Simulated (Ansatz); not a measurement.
# Al₂FHSe, SMILES [F][Al]1[AlH][Se]1: a short molecular-dynamics run

Computed with Ansatz 0.2.0, Python API.

Script `md_al2fhse.py`:
```python
"""A short Born-Oppenheimer trajectory of Al2FHSe."""

import ansatz as az
from ase import Atoms
import numpy as np

BASIS_SET = "def2-SVP"
FUNCTIONAL = "hf"
N_STEPS = 20
TEMPERATURE_K = 300

atoms = Atoms(["F", "Al", "Al", "Se", "H"], positions=[
    [-0.7265, -2.3679, 1.3685],
    [-0.8741, -0.711, 0.5641],
    [0.6653, 1.1253, -0.3128],
    [-1.3066, 0.6308, -1.3451],
    [2.2917, 1.2492, -0.3161],
])
al2fhse = az.Crystal.molecule_from_ase(atoms)

calculation = (
    al2fhse.calculation()
    .basis(gaussian=BASIS_SET)
    .functional(FUNCTIONAL)
    .md("nvt_langevin", timestep=0.25, steps=N_STEPS, temperature=TEMPERATURE_K, initial_velocities="maxwell_boltzmann", seed=46, friction=0.01)
)
frames = []
calculation.session().plan().execute(on_event=lambda e: frames.append(e["data"]) if e["event"] == "md_step" else None)
print("t (fs)   E_pot (eV)      E_kin (eV)   T (K)   d(0-1) (A)")
for f in frames[::3]:
    xyz = np.array(f["positions_ang"])
    print(f"{f['time_fs']:6.2f} {f['lagrangian_ev']:14.5f} {f['e_kin_ev']:10.5f} {f['temperature_k']:8.1f} {np.linalg.norm(xyz[0] - xyz[1]):9.4f}")
print("mean temperature", round(float(np.mean([f["temperature_k"] for f in frames])), 1), "K")
symbols = [site.symbol for site in al2fhse.cartesian_sites]
with open("last_frame.xyz", "w") as handle:
    handle.write(f"{len(symbols)}\nt = {frames[-1]['time_fs']} fs\n")
    handle.writelines("{:2s} {:10.5f} {:10.5f} {:10.5f}\n".format(s, *xyz) for s, xyz in zip(symbols, frames[-1]["positions_ang"]))
```

`python md_al2fhse.py` gives:
```text
t (fs)   E_pot (eV)      E_kin (eV)   T (K)   d(0-1) (A)
  0.00   -81177.92046    0.15511    240.0    1.8477
  0.75   -81177.94973    0.19518    302.0    1.8390
  1.50   -81177.99293    0.23063    356.8    1.8286
  2.25   -81178.05015    0.29401    454.9    1.8171
  3.00   -81178.11779    0.35822    554.3    1.8040
  3.75   -81178.18962    0.43442    672.2    1.7895
  4.50   -81178.26564    0.52308    809.3    1.7733
mean temperature 517.1 K
```

`last_frame.xyz`, as written:
```text
5
t = 5.0 fs
F    -0.74888   -2.32213    1.32951
Al   -0.87112   -0.72826    0.58982
Al    0.69240    1.11690   -0.29257
Se   -1.31232    0.63020   -1.35283
H     2.25268    1.27746   -0.30821
```

Caveats:
- Total energies depend on the basis set; only differences at equal settings carry meaning.
- The trajectory is only some femtoseconds long, so its temperature is not equilibrated; where the script doesn't relax first, it starts from a rough generated geometry.
- The printed temperature counts all 3N degrees of freedom under Langevin dynamics, so the first row lies under the target.
- The whole script took 32 s on 1 thread of Arm Neoverse V2 (shared host), peak memory 0.24 GiB.

(Lines on the test bed's own set-up are left out of the output.)
